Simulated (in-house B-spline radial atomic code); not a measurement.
# Nd²⁺: binding energies from hole states

Wanted: ΔSCF binding energies of Nd²⁺.

Method: Dirac-Hartree-Fock, average of configuration, Fermi nucleus, basis-set limit. Code: in-house B-spline radial atomic code version 1.

## 1. Starting point

```
element       : neodymium (Z = 60)
charge        : +2
electrons     : 58
configuration : [Xe] 4f4
Hamiltonian   : Dirac-Coulomb
nucleus       : Fermi, rms radius 4.912 fm
```

Outer shells as boxes (Hund's rule):

[Xe] 4f4
```
[Xe] core
4f [↑ ][↑ ][↑ ][↑ ][  ][  ][  ]
```

The boxes draw the filling by Hund's rule, which heavy ions in jj coupling don't follow; these runs average over all states of the configuration.

Settings of the run:

```ini
Z = 60
electrons = 58.0
configuration = [Xe] 4f4
hamiltonian = dirac
method = hf
spin_polarised = False
nucleus = fermi
rms_radius = 4.9123
mass_number = 142
atomic_mass = 141.907728824
speed_of_light = 137.035999084
```

The reference is known from an earlier run: -9624.601744 hartree in all. Up to eight levels, counted from the top:

```
orbital  occupation  energy (eV)  <r> (bohr)
  4p3/2           4      -262.53      0.6513
  4d3/2           4      -149.41      0.7033
  4d5/2           6      -145.24      0.7134
  5s1/2           2      -63.105       1.499
  5p1/2           2      -42.642       1.674
  5p3/2           4      -39.377       1.756
  4f5/2     1.71429      -22.701       1.023
  4f7/2     2.28571      -22.323       1.035
```

## 2. The 3p3/2 hole

In configurations, a minus sign after the shell means j = l − 1/2 and a plus sign j = l + 1/2; the count of electrons follows.

Settings of the run:

```ini
Z = 60
electrons = 57.0
configuration = 1s2 2s2 2p6 3s2 3p-2 3p+3 3d10 4s2 4p6 4d10 4f4 5s2 5p6
hamiltonian = dirac
method = hf
spin_polarised = False
nucleus = fermi
rms_radius = 4.9123
mass_number = 142
atomic_mass = 141.907728824
speed_of_light = 137.035999084
```

## 3. The 3d3/2 hole

The settings differ from step 2 so:

```diff
@@ -2,3 +2,3 @@
 electrons = 57.0
-configuration = 1s2 2s2 2p6 3s2 3p-2 3p+3 3d10 4s2 4p6 4d10 4f4 5s2 5p6
+configuration = 1s2 2s2 2p6 3s2 3p6 3d-3 3d+6 4s2 4p6 4d10 4f4 5s2 5p6
 hamiltonian = dirac
```

## 4. The 3d5/2 hole

The settings differ from step 3 so:

```diff
@@ -2,3 +2,3 @@
 electrons = 57.0
-configuration = 1s2 2s2 2p6 3s2 3p6 3d-3 3d+6 4s2 4p6 4d10 4f4 5s2 5p6
+configuration = 1s2 2s2 2p6 3s2 3p6 3d-4 3d+5 4s2 4p6 4d10 4f4 5s2 5p6
 hamiltonian = dirac
```

## 5. The 4s hole

The settings differ from step 4 so:

```diff
@@ -2,3 +2,3 @@
 electrons = 57.0
-configuration = 1s2 2s2 2p6 3s2 3p6 3d-4 3d+5 4s2 4p6 4d10 4f4 5s2 5p6
+configuration = 1s2 2s2 2p6 3s2 3p6 3d10 4s1 4p6 4d10 4f4 5s2 5p6
 hamiltonian = dirac
```

## 6. The 4p1/2 hole

The settings differ from step 5 so:

```diff
@@ -2,3 +2,3 @@
 electrons = 57.0
-configuration = 1s2 2s2 2p6 3s2 3p6 3d10 4s1 4p6 4d10 4f4 5s2 5p6
+configuration = 1s2 2s2 2p6 3s2 3p6 3d10 4s2 4p-1 4p+4 4d10 4f4 5s2 5p6
 hamiltonian = dirac
```

## 7. The 4p3/2 hole

The settings differ from step 6 so:

```diff
@@ -2,3 +2,3 @@
 electrons = 57.0
-configuration = 1s2 2s2 2p6 3s2 3p6 3d10 4s2 4p-1 4p+4 4d10 4f4 5s2 5p6
+configuration = 1s2 2s2 2p6 3s2 3p6 3d10 4s2 4p-2 4p+3 4d10 4f4 5s2 5p6
 hamiltonian = dirac
```

Before running: What does each hole state cost in eV, and how does that compare with the orbital energies or single holes?

**Answer**, as computed:

| hole | ΔSCF (eV) | with Breit, QED, recoil (eV) | −ε of the parent (eV) | −ε less ΔSCF (eV) |
| --- | --- | --- | --- | --- |
| 3p3/2 | 1320.88 | 1318.86 | 1341.59 | 20.71 |
| 3d3/2 | 1019.91 | 1018.84 | 1042.52 | 22.62 |
| 3d5/2 | 997.51 | 996.92 | 1019.82 | 22.30 |
| 4s | 345.21 | 344.48 | 353.58 | 8.37 |
| 4p1/2 | 277.71 | 277.12 | 285.78 | 8.06 |
| 4p3/2 | 254.95 | 254.63 | 262.53 | 7.58 |

Every ΔSCF value lies below −ε, since the other electrons relax into the hole: by 20.7 eV for 3p3/2 and 7.58 eV for 4p3/2. The spin-orbit splitting of the 3d hole is 21.92 eV with those corrections. Values are for the free ion, measured from the vacuum level.
